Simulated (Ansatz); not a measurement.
Run this with Ansatz 0.2.0 through its Python package and show what comes out.

`hfb2.py`:
```python
'''Elastic constants of HfB2.'''

from dataclasses import replace
import warnings

import ansatz as az
import numpy as np

warnings.simplefilter('ignore', az.DeckWarning)

lattice = az.Lattice.of(
    [3.14, 0.0, 0.0],
    [-1.57, 2.71932, 0.0],
    [0.0, 0.0, 3.48],
)
sites = [
    ('Hf', [0.0, 0.0, 0.0]),
    ('B', [1 / 3, 2 / 3, 0.5]),
    ('B', [2 / 3, 1 / 3, 0.5]),
]
system = az.Crystal(lattice=lattice)
for symbol, position in sites:
    system = system.atom(symbol, position)

model = (
    system.calculation()
    .pseudopotentials('paw')
    .occupations(az.OccupationsMethod.FERMI_DIRAC, width=0.15)
    .kpoints(16, 16, 13)
)
# first bring the cell to zero stress
rest = model.relax(cell=True).run(threads=1).lattice
relaxed = az.Crystal(lattice=az.Lattice.of(rest.cell_ang))
for site in rest.sites:
    relaxed = relaxed.atom(site.symbol, site.position_frac)
model = replace(model, crystal=relaxed)
print('relaxed volume {:.3f} A^3'.format(abs(np.linalg.det(rest.cell_ang))))
result = model.elastic('relaxed_ion', amplitude=0.01).run(threads=1)
elastic = result.elastic

C = np.asarray(elastic.c_gpa)
for i in range(6):
    for j in range(i, 6):
        if abs(C[i, j]) > 0.05:
            print(f'C{i + 1}{j + 1} = {C[i, j]:.1f} GPa')
print('smallest eigenvalue of C:', round(elastic.stability.min_eigenvalue_gpa, 1), 'GPa; tensor positive definite:', elastic.stability.min_eigenvalue_gpa > 0)
# averaged moduli need a positive definite tensor
if elastic.stability.min_eigenvalue_gpa > 0:
    for name, value in elastic.moduli.to_plain().items():
        print(f'{name:14s} {value:9.3f}')
    S = np.linalg.inv(elastic.c_gpa)
    print('Young modulus along x, y, z (GPa):', np.round(1 / np.diag(S)[:3], 1))
    print('linear compressibility along x, y, z (1/TPa):', np.round(1000 * S[:3, :3].sum(axis=1), 2))
```

```console
$ python hfb2.py
relaxed volume 29.878 A^3
C11 = 595.8 GPa
C12 = 63.8 GPa
C13 = 121.2 GPa
C22 = 595.8 GPa
C23 = 121.2 GPa
C33 = 443.5 GPa
C44 = 258.4 GPa
C55 = 258.4 GPa
C66 = 266.0 GPa
smallest eigenvalue of C: 258.4 GPa; tensor positive definite: True
k_voigt_gpa      249.721
k_reuss_gpa      247.836
k_hill_gpa       248.779
g_voigt_gpa      245.133
g_reuss_gpa      238.623
g_hill_gpa       241.878
youngs_gpa       548.026
poisson            0.133
Young modulus along x, y, z (GPa): [561. 561. 399.]
linear compressibility along x, y, z (1/TPa): [1.22 1.22 1.59]
```

Caveats:
- No spin polarisation was allowed.
- A positive definite tensor excludes instabilities under uniform strain alone; phonons elsewhere in the zone can still be imaginary.
- Spin-orbit coupling, which matters for elements this heavy, is left out.
- No functional is typed, so the default, PBE, holds.
- The structure is a deposited one; some such entries were measured under pressure or heat, so a shift against it needn't be the functional's error alone.
- Shear constants of a metal converge slowly with the k-point mesh and can be wrong in sign on a coarse one; the constants belong to the cell that was strained.
- Run time: 8.9 min on 1 thread of Intel(R) Xeon(R) Processor @ 2.30GHz, on a shared host, peak memory 0.96 GiB.

(A comment or docstring line of the script was reworded after the run, the code is as it ran.)
